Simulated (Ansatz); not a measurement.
# AlNi2: the cost of one run

Method: DFT PBEsol, scalar-relativistic, plane waves, PAW, in Ansatz 0.2.0.

2 further runs of the same task are left out: 1 that didn't finish, 1 set aside as unsound or not needed.

## (1) The structure to begin with

It takes space group P-3m1 (No. 164, trigonal). The conventional cell has a = 3.975 Å, b = 3.975 Å, c = 4.906 Å, α = 90.00°, β = 90.00°, γ = 120.00°. Around Al (site symmetry 3m) lie 8 Ni at 2.37 to 2.48 Å. Around Ni (site symmetry 3m) lie 5 Al at 2.37 to 2.48 Å and 3 Ni at 2.47 Å. Ni (site symmetry -3m) has 8 Ni at 2.45 to 2.47 Å and 6 Al at 2.75 Å as nearest neighbours. Ni (site symmetry -3m) has 8 Ni at 2.45 to 2.76 Å and 6 Al at 2.48 Å as nearest neighbours.

Structure file:

```
Al Ni
1.0
     3.97490    0.00000    0.00000
    -1.98745    3.44236    0.00000
     0.00000    0.00000    4.90604
Al Ni
2 4
Direct
  0.33333 0.66667 0.19258
  0.66667 0.33333 0.80742
  0.33333 0.66667 0.68754
  0.66667 0.33333 0.31246
  0.00000 0.00000 0.50000
  0.00000 0.00000 0.00000
```

It goes back to an entry of the Materials Project, which need not be the stable form.

It is the result of an earlier relaxation at this level (volume 11.19 Å³/atom; gap on the mesh: none (metal)).

## (2) The undisturbed cell

input.yaml reads:

```yaml
crystal:
  lattice:
    - [3.9748989558, 0.0, 0.0]
    - [-1.9874494779, 3.4423634732, 0.0]
    - [0.0, 0.0, 4.9060444314]
  atoms:
    - { symbol: Al, position: [0.3333333333, 0.6666666667, 0.1925788624] }
    - { symbol: Al, position: [0.6666666667, 0.3333333333, 0.8074211376] }
    - { symbol: Ni, position: [0.3333333333, 0.6666666667, 0.6875372653] }
    - { symbol: Ni, position: [0.6666666667, 0.3333333333, 0.3124627347] }
    - { symbol: Ni, position: [0.0, 0.0, 0.5] }
    - { symbol: Ni, position: [0.0, 0.0, 0.0] }
basis:
  ecutwfc: 420
kpoints:
  mp_grid: { grid: [12, 12, 10] }
hamiltonian:
  xc: pbesol
scf:
  occupations: { method: gaussian, width: 0.15 }
output:
  forces: true
  stress: true
  eigenvalues: true
```

Command:

```bash
ansatz run input.yaml --threads 1 --pin off --max-ram 2560MiB --backend cpu --events-out ev --progress --plain --runs-dir out
```

**Question.** How long does this run take on 1 thread of Arm Neoverse V2, shared host, and how much memory does it need?

About 23 s, with a peak of 0.59 GiB.
